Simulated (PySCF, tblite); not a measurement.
# C5H11NO: geometry, infrared bands, NMR shifts, spin-spin couplings, electronic excitations and core binding energies

Aim: predict the infrared bands, NMR shifts, spin-spin couplings, electronic excitations and core binding energies of C5H11NO (`CCC(=O)N(C)C`).

Programs: tblite 0.8.0 and PySCF 2.14.0, with density-fitted response routines of our own. Each step states its level of theory. These are calculated values for one molecule in the gas phase, unless marked as measured. Atoms are numbered from 0 throughout.

### 1 The starting structure

18 atoms, charge 0, multiplicity 1; geometry from: GFN2-xTB.

Bonds of the start (Å): C0–C1 1.52, C1–C2 1.52, C2–O3 1.22, C2–N4 1.36, N4–C5 1.44, N4–C6 1.45, C0–H7 1.09, C0–H8 1.09, C0–H9 1.09, C1–H10 1.09, C1–H11 1.09, C5–H12 1.09, C5–H13 1.09, C5–H14 1.09, C6–H15 1.09, C6–H16 1.09, C6–H17 1.09.

### 2 Infrared spectrum with GFN2-xTB

Job settings and geometry (Å):

```
{"job": {"kind": "ir", "xc": "GFN2-xTB", "basis": "xTB"}, "charge": 0, "multiplicity": 1}
C      2.707262    -0.010879    -0.094837
C      1.286236     0.537216    -0.086196
C      0.269293    -0.588917    -0.001700
O      0.589114    -1.761799     0.012176
N     -1.031328    -0.200449     0.053349
C     -1.461306     1.176641     0.026221
C     -2.065406    -1.208579     0.121672
H      2.903290    -0.556548     0.824261
H      2.836887    -0.699771    -0.924912
H      3.427900     0.798170    -0.186933
H      1.149674     1.207645     0.765255
H      1.098960     1.111184    -0.997308
H     -1.181297     1.666451    -0.910481
H     -2.544786     1.205361     0.116777
H     -1.033892     1.746553     0.854766
H     -2.639971    -1.107887     1.045372
H     -2.740135    -1.125846    -0.733408
H     -1.579254    -2.182227     0.104268
```

**Question.** This job is followed by: PBE0-D3(BJ)/def2-SVP geometry optimisation, gas phase; GIAO PBE0/pcSseg-1 NMR shielding, non-relativistic, gas phase; B3LYP/pcJ-1 indirect spin-spin coupling, non-relativistic, gas phase; TDDFT wB97X-D/def2-SVPD, vertical, gas phase, core orbitals frozen in the response; GIAO KT2/pcSseg-1 NMR shielding, non-relativistic, gas phase; delta-SCF UKS SCAN, pcX-2 on the ionised atom, pcseg-1 elsewhere, spin-free X2C. What will the session give for the following? strongest single infrared mode (GFN2-xTB); zero-point energy (GFN2-xTB); rotational constants (main isotopes); 13C shifts against TMS (PBE0/pcSseg-1); 1H shifts against TMS (PBE0/pcSseg-1, means over atoms taken as alike); 17O shifts against H2O (PBE0/pcSseg-1); 15N shifts against NH3 (PBE0/pcSseg-1); largest coupling of the table (B3LYP/pcJ-1); lowest singlet (wB97X-D/def2-SVPD); brightest single state of those computed; lowest triplet; vertical ionisation energy (ΔSCF); C1s binding energies, SCAN/pcX-2 (standing for 4 of 5 atoms); O1s binding energies, SCAN/pcX-2; N1s binding energies, SCAN/pcX-2; range of the shift of O3.

**Answer**, as computed:

| quantity | value |
| --- | --- |
| strongest single infrared mode (GFN2-xTB) | 1724 cm⁻¹, 510 km/mol |
| zero-point energy (GFN2-xTB) | 97.2 kcal/mol |
| rotational constants (main isotopes) | 4.66, 1.86, 1.37 GHz |
| 13C shifts against TMS (PBE0/pcSseg-1) | 174.0, 35.7, 33.7, 28.3, 10.4 ppm |
| 1H shifts against TMS (PBE0/pcSseg-1, means over atoms taken as alike) | 2.98, 2.75, 1.93, 1.11 ppm |
| 17O shifts against H2O (PBE0/pcSseg-1) | 418.1 ppm |
| 15N shifts against NH3 (PBE0/pcSseg-1) | 112.8 ppm |
| largest coupling of the table (B3LYP/pcJ-1) | 1J(C,H) C6–H15, 143.3 Hz |
| lowest singlet (wB97X-D/def2-SVPD) | 5.86 eV (212 nm), f = 0.000 |
| brightest single state of those computed | state 3, 7.07 eV, f = 0.237 |
| lowest triplet | 5.28 eV |
| vertical ionisation energy (ΔSCF) | 8.93 eV |
| C1s binding energies, SCAN/pcX-2 (standing for 4 of 5 atoms) | C2 293.02, C5 292.05, C1 290.79, C0 290.46 eV |
| O1s binding energies, SCAN/pcX-2 | O3 536.38 eV |
| N1s binding energies, SCAN/pcX-2 | N4 405.50 eV |
| range of the shift of O3 | 389.3 to 418.1 ppm |

The lowest mode is imaginary (44i cm⁻¹), so the xTB geometry is not a minimum. The strongest single mode, at 1724 cm⁻¹, moves mainly C2 and O3. GFN2-xTB is a fitted tight-binding method: band positions and strengths are rough. Its intensities can rank the bands wrongly. The most deshielded carbon is C2 (amide carbonyl carbon), at 174.0 ppm: it is a carbonyl in resonance with an O or N lone pair, the region of acids, esters and amides. At PBE0/pcSseg-1: Shielding is most anisotropic at O3 (span 768 ppm, paramagnetic term -485 ppm). In the run at B3LYP/pcJ-1, the largest coupling of the table is C6–H15 (mean over like pairs), 143.3 Hz, of which the Fermi-contact term gives 142.0 Hz. Couplings across rotatable bonds belong to this one conformer; where others are populated, the observed values are averages. The first singlet state (HOMO−1→LUMO+1 0.96) lies at 5.86 eV and is dark; of the 10 states computed, the strongest absorption comes from state 3 at 7.07 eV. The lowest triplet lies 0.57 eV below the lowest singlet (triplets in Tamm-Dancoff, singlets in full TDDFT). At wB97X-D/def2-SVPD, the highest states lie near or above the ionisation energy, where they hang on the basis. ΔSCF puts the ionisation energy at 8.93 eV, 0.17 eV above −ε(HOMO). Across the 2 runs the shift of O3 moves most, between 389.3 (KT2/pcSseg-1) and 418.1 ppm (PBE0/pcSseg-1).
